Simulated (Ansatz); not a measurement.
**GaH7SSi: a short trajectory**

Aim: follow the atoms for 80 steps of 0.5 fs at constant energy, with velocities drawn for 700 K, and see to which side of the barrier the system falls.

The runs use Ansatz 0.2.0, Gaussian basis; revPBE-D4/def2-SVP.

**1. The system as given**

The start, a first-order saddle point found at PBE0-D4 in triple zeta: 10 atoms, charge 0, spin multiplicity 1.

Atoms are counted from 1 here; the program's logs count them from 0.

Bond lengths: Ga1–Si2 2.613 Å, Ga1–H3 1.555 Å, Ga1–H4 1.556 Å, Ga1–H5 1.832 Å, Ga1–S6 2.436 Å, Si2–H7 1.487 Å, Si2–H8 1.488 Å, Si2–H9 1.493 Å, S6–H10 1.343 Å. Angles: Si2–Ga1–H3 104.3°, Si2–Ga1–H4 105.5°, Si2–Ga1–H5 46.9°, Si2–Ga1–S6 90.8°, H3–Ga1–H4 132.7°, H3–Ga1–H5 110.9°, H3–Ga1–S6 105.8°, H4–Ga1–H5 116.3°, H4–Ga1–S6 109.6°, H5–Ga1–S6 43.8°, Ga1–Si2–H7 118.7°, Ga1–Si2–H8 117.5°, Ga1–Si2–H9 92.9°, H7–Si2–H8 109.3°, H7–Si2–H9 108.2°, H8–Si2–H9 108.1°, Ga1–S6–H10 93.8°.

As a file:

```
atom    x (Å)    y (Å)    z (Å)
 Ga1  -0.4795  -1.2538  -0.0266
 Si2   1.2206   0.6994  -0.3791
  H3  -0.7013  -1.8335  -1.4527
  H4  -0.0865  -1.9087   1.3285
  H5  -0.6517   0.5700  -0.0284
  S6  -2.2869   0.3406   0.3284
  H7   1.0658   1.5754  -1.5706
  H8   1.5625   1.5341   0.8039
  H9   2.3567  -0.2359  -0.6323
 H10  -1.9999   0.5122   1.6288
```

**2. The run**

The input, md/in.yaml:

```yaml
crystal:
  periodic: [false, false, false]
  atoms:
    - {symbol: Ga, position_ang: [-0.479453, -1.253799, -0.026623]}
    - {symbol: Si, position_ang: [1.220567, 0.699354, -0.379092]}
    - {symbol: H, position_ang: [-0.701250, -1.833469, -1.452705]}
    - {symbol: H, position_ang: [-0.086466, -1.908736, 1.328459]}
    - {symbol: H, position_ang: [-0.651717, 0.569999, -0.028423]}
    - {symbol: S, position_ang: [-2.286942, 0.340633, 0.328368]}
    - {symbol: H, position_ang: [1.065801, 1.575386, -1.570587]}
    - {symbol: H, position_ang: [1.562521, 1.534122, 0.803949]}
    - {symbol: H, position_ang: [2.356692, -0.235850, -0.632254]}
    - {symbol: H, position_ang: [-1.999853, 0.512159, 1.628808]}
basis:
  gaussian: {orbitals: def2-SVP}
hamiltonian: {xc: {name: revPBE}, dispersion: d4}
md: {n_steps: 80, timestep: 0.5, temperature: 700, ensemble: nve, seed: 218, initial_velocities: maxwell_boltzmann}
```

Launch:

```bash
$ ansatz run in.yaml --threads 4 --pin off --events-out ev --progress --plain --max-ram 9574MiB
```

What does the calculation give? Wanted: temperature at the start; mean temperature, second half; lowest and highest potential energy, from the first frame; largest change of potential + kinetic; bonds lost by distance.

**Answer**, as computed:

```
                                                 quantity              value
                                                   length  80 steps, 40.0 fs
                                 temperature at the start              700 K
                            mean temperature, second half              906 K
lowest and highest potential energy, from the first frame   -419 and 418 meV
                    largest change of potential + kinetic            2.1 meV
                                   bonds lost by distance             Ga1–H5
```

What this shows: By the last frame it has moved back towards the start side of the step. The system runs downhill by 0.42 eV, and that energy turns into motion. With no thermostat the total energy should stay fixed; it holds within 2.1 meV, small beside the kinetic energy, so the time step serves. With 10 atoms the instant temperature spans 297 to 1107 K.
